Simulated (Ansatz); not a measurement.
# B2PLYP/6-31G(d) (spherical functions) run of GaSiH4OF (SMILES [F][GaH][O][SiH3])

Aim: the vertical ionisation energy of GaSiH4OF at B2PLYP/6-31G* (spherical functions), from 2 runs. 

The results are computed with Ansatz 0.2.0.

130 further runs of the same task are left out: 3 that didn't finish, 127 set aside as unsound or not needed.

## 1. Starting point

The species is GaSiH4OF (8 atoms), meant as a singlet with charge 0. SMILES: `[F][GaH][O][SiH3]`. The coordinates come from a PBE0-D4/def2-TZVP relaxation. This is one conformer, not always the lowest.

Bond lengths: F1–Ga2 1.751 Å, Ga2–O3 1.763 Å, O3–Si4 1.639 Å, Ga2–H5 1.537 Å, Si4–H6 1.485 Å, Si4–H7 1.487 Å, Si4–H8 1.487 Å. Angles: F1–Ga2–O3 113.0°, Ga2–O3–Si4 138.2°, F1–Ga2–H5 121.9°, O3–Ga2–H5 125.1°, O3–Si4–H6 108.0°, O3–Si4–H7 111.0°, O3–Si4–H8 111.0°, H6–Si4–H7 109.1°, H6–Si4–H8 109.1°, H7–Si4–H8 108.7°.

## 2. A single-point energy at B2PLYP/6-31G(d) (spherical functions)

run.yaml reads:

```yaml
crystal:
  periodic: [false, false, false]
  atoms:
    - symbol: F
      position_ang: [0.857100, 1.472000, 1.846200]
    - symbol: Ga
      position_ang: [1.323900, 1.220200, 0.177500]
    - symbol: O
      position_ang: [0.322200, 0.024800, -0.644000]
    - symbol: Si
      position_ang: [-0.952800, -0.945800, -0.299100]
    - symbol: H
      position_ang: [2.493100, 1.984200, -0.463100]
    - symbol: H
      position_ang: [-1.287500, -1.717200, -1.523200]
    - symbol: H
      position_ang: [-0.618600, -1.894300, 0.796900]
    - symbol: H
      position_ang: [-2.137300, -0.143800, 0.108800]
basis:
  gaussian:
    orbitals: 6-31G_st_-spherical.json
output: {orbitals: {seedname: orbitals}}
hamiltonian:
  xc: {name: B2PLYP}
correlation:
  frozen_orbitals: {F: 1, Ga: 9, H: 0, O: 1, Si: 5}
accuracy: high
```

The basis set 6-31G* is read from a file made from the Basis Set Exchange's data (not shown).

The run is started by

```sh
$ ansatz run run.yaml --threads 1 --pin off --max-ram 3480MiB --events-out events.jsonl --progress --plain --runs-dir runs
```

Standard output:

```text
Warning: RAYON_NUM_THREADS=1 ignored (pool sized by the plan → 1); use --threads N
Functional definition: B2PLYP
  name "B2PLYP"
  parameter a = 0.53
  parameter c = 0.27
  exchange = (1 - a)*b88_x + a*exact_x
  correlation = (1 - c)*lyp_c + c*(mp2_os + mp2_ss)
1863 factors; integrals over basis functions are off by at most 4.5e-9 eV
mean field evaluation 1: about -65049.6735 eV, gradient 5.6e1 eV
mean field evaluation 2: about -65049.9692 eV, gradient 5.7e1 eV
mean field evaluation 4: about -65055.4307 eV, gradient 4.2e0 eV
mean field evaluation 8: about -65055.4864 eV, gradient 4.1e-1 eV
mean field evaluation 16: about -65055.4867 eV, gradient 3.7e-5 eV
mean field -65055.48671112 eV, -2390.7450404409 hartree, gradient 5.8e-8 eV, S^2 0.000000; 0 other end points of the search recorded, 0 dependent functions left out
16 core orbitals not correlated: weight in the atoms' cores, before any rotation towards them, 1.000 or more for the frozen orbitals, at most 0.000 for the correlated occupied ones
reference -65055.48673932 eV, -2390.7450414773 hartree; 17, 17 occupied and 53, 53 virtual orbitals, 1863 factors
second order -22.26837842 eV of doubles, -0.00000000 eV of singles
Total energy: -65061.49920149 eV, -2390.9659953867 hartree
```

It took 15 s on 1 thread of Intel Xeon Platinum 8488C (Sapphire Rapids), shared host; peak memory 0.33 GiB.

## 3. The doublet cation

run.yaml reads:

```yaml
crystal:
  periodic: [false, false, false]
  atoms:
    - {symbol: F, position_ang: [0.857100, 1.472000, 1.846200]}
    - {symbol: Ga, position_ang: [1.323900, 1.220200, 0.177500]}
    - {symbol: O, position_ang: [0.322200, 0.024800, -0.644000]}
    - {symbol: Si, position_ang: [-0.952800, -0.945800, -0.299100]}
    - {symbol: H, position_ang: [2.493100, 1.984200, -0.463100]}
    - {symbol: H, position_ang: [-1.287500, -1.717200, -1.523200]}
    - {symbol: H, position_ang: [-0.618600, -1.894300, 0.796900]}
    - {symbol: H, position_ang: [-2.137300, -0.143800, 0.108800]}
basis:
  gaussian:
    orbitals: 6-31G_st_-spherical.json
magnetization:
  spin_polarized: true
  initial_magnetization: 1
hamiltonian:
  xc: {name: B2PLYP}
accuracy: high
total_charge: 1
output:
  orbitals: {seedname: orbitals}
correlation:
  frozen_orbitals: {F: 1, Ga: 9, H: 0, O: 1, Si: 5}
```

The basis set 6-31G* is read from a file made from the Basis Set Exchange's data (not shown).

The run is started by

```sh
$ ansatz run run.yaml --threads 1 --pin off --max-ram 3480MiB --events-out events.jsonl --progress --plain --runs-dir runs
```

Standard output (excerpt; [...] marks lines left out):

```text
Warning: RAYON_NUM_THREADS=1 ignored (pool sized by the plan → 1); use --threads N
[... 2 set-up lines as earlier in the session ...]
[...]
1862 factors; integrals over basis functions are off by at most 4.5e-9 eV
[...]
mean field -65044.55357523 eV, -2390.3432551079 hartree, gradient 3.5e-8 eV, S^2 0.771517; 4 other end points of the search recorded, 0 dependent functions left out
16 core orbitals not correlated: weight in the atoms' cores, before any rotation towards them, 1.000 or more for the frozen orbitals, at most 0.000 for the correlated occupied ones
reference -65044.55360381 eV, -2390.3432561581 hartree; 17, 16 occupied and 53, 54 virtual orbitals, 1862 factors
second order -21.78716292 eV of doubles, -0.00000000 eV of singles
Total energy: -65050.43613780 eV, -2390.5594352948 hartree
```

It took 63 s on 1 thread of Intel Xeon Platinum 8488C (Sapphire Rapids), shared host; peak memory 0.71 GiB.

## 4. What came out

Level: B2PLYP/6-31G* (spherical functions), 16 core orbitals frozen.

| quantity | value |
| --- | --- |
| singlet GaSiH4OF: total energy | -2390.96600 Eh |
| singlet GaSiH4OF: HOMO energy (SCF part's orbitals) | -10.03 eV |
| singlet GaSiH4OF: LUMO energy (SCF part's orbitals) | -0.10 eV |
| singlet GaSiH4OF: HOMO–LUMO gap (SCF part's orbitals) | 9.93 eV |
| doublet cation: total energy | -2390.55944 Eh |
| doublet cation: HOMO energy (SCF part's orbitals) (highest over α and β) | -16.35 eV |
| doublet cation: LUMO energy (SCF part's orbitals) (lowest over α and β) | -11.77 eV |
| doublet cation: ⟨S²⟩ | 0.772 |
| vertical ionisation energy (to the doublet cation) | 11.063 eV |

What this shows: The vertical ionisation energy comes to 11.06 eV (255 kcal/mol). The negative HOMO energy of the first species, 10.03 eV, lies 1.04 eV below that difference.
